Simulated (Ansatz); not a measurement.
**ClH₃O₂SZr: up Jacob's ladder to CCSD(T)**

The task here is to estimate one member of a computed series from the others.

Computed with Ansatz 0.2.0, Gaussian basis. Level: functionals in def2-TZVPP, the program's frozen cores in correlated methods.

Plan: PBE-D4, r2SCAN-D4, PBE0-D4, B3LYP-D4, ωB97X-V, ωB97M-V, B2PLYP; CCSD(T)/def2-TZVPP; MP2/def2-QZVPP; extrapolation to the limit.

### The relaxed structure

An earlier PBE0-D4 in a triple-zeta def2 set relaxation fixed the geometry. Zr takes the def2 core potential; no spin-orbit term is included.

8 atoms, charge 0, spin multiplicity 1.

Atoms are counted from 1 here; the program's logs count them from 0.

Bond lengths: O1–Zr2 1.900 Å, O1–H6 0.953 Å, Zr2–O3 1.896 Å, Zr2–S4 2.454 Å, Zr2–Cl5 2.365 Å, O3–H7 0.953 Å, S4–H8 1.347 Å. Angles: Zr2–O1–H6 169.0°, O1–Zr2–O3 114.3°, O1–Zr2–S4 108.1°, O1–Zr2–Cl5 108.3°, O3–Zr2–S4 105.4°, O3–Zr2–Cl5 110.0°, S4–Zr2–Cl5 110.7°, Zr2–O3–H7 169.7°, Zr2–S4–H8 91.4°.

Set-up of the first run:

The input, in.yaml:

```yaml
crystal:
  periodic: [false, false, false]
  atoms:
    - {symbol: O, position_ang: [1.702020, 0.065278, 0.204824]}
    - {symbol: Zr, position_ang: [-0.170681, -0.249430, 0.138753]}
    - {symbol: O, position_ang: [-1.172986, 0.744817, 1.404472]}
    - {symbol: S, position_ang: [-0.989636, 0.475957, -2.057945]}
    - {symbol: Cl, position_ang: [-0.544336, -2.564062, 0.447808]}
    - {symbol: H, position_ang: [2.604225, 0.304027, 0.398105]}
    - {symbol: H, position_ang: [-1.530861, 1.248413, 2.130573]}
    - {symbol: H, position_ang: [0.102255, -0.025000, -2.666601]}
basis:
  gaussian: {orbitals: def2-TZVPP}
hamiltonian: {xc: pbe, dispersion: d4}
output: {forces: true, orbitals: {seedname: orbitals}}
```

Started as:

```console
> ansatz run in.yaml --threads 2 --pin off --events-out ev --progress --plain --max-ram 22528MiB --backend cpu
```

Among the steps run: PBE-D4 (GGA); r2SCAN-D4 (meta-GGA); PBE0-D4 (hybrid); B3LYP-D4 (hybrid); ωB97X-V (range-separated); ωB97M-V (range-separated); B2PLYP (double hybrid).

One table of the session follows, with a row left open; its other results are not shown here.

It belongs to the step «Frontier levels by functional». 

| functional | HOMO (eV) | gap (eV) |
| --- | --- | --- |
| PBE-D4 | -6.24 | 4.33 |
| r2SCAN-D4 | -6.53 | 4.79 |
| PBE0-D4 | ? | ? |
| B3LYP-D4 | -7.19 | 5.90 |
| ωB97X-V | -9.75 | 10.73 |
| ωB97M-V | -9.59 | 10.08 |

Q: Estimate the row for PBE0-D4 from the others.

As computed: HOMO (eV): -7.45; gap (eV): 6.37. In the column «HOMO (eV)» it lies between ωB97M-V (-9.59) and B3LYP-D4 (-7.19).
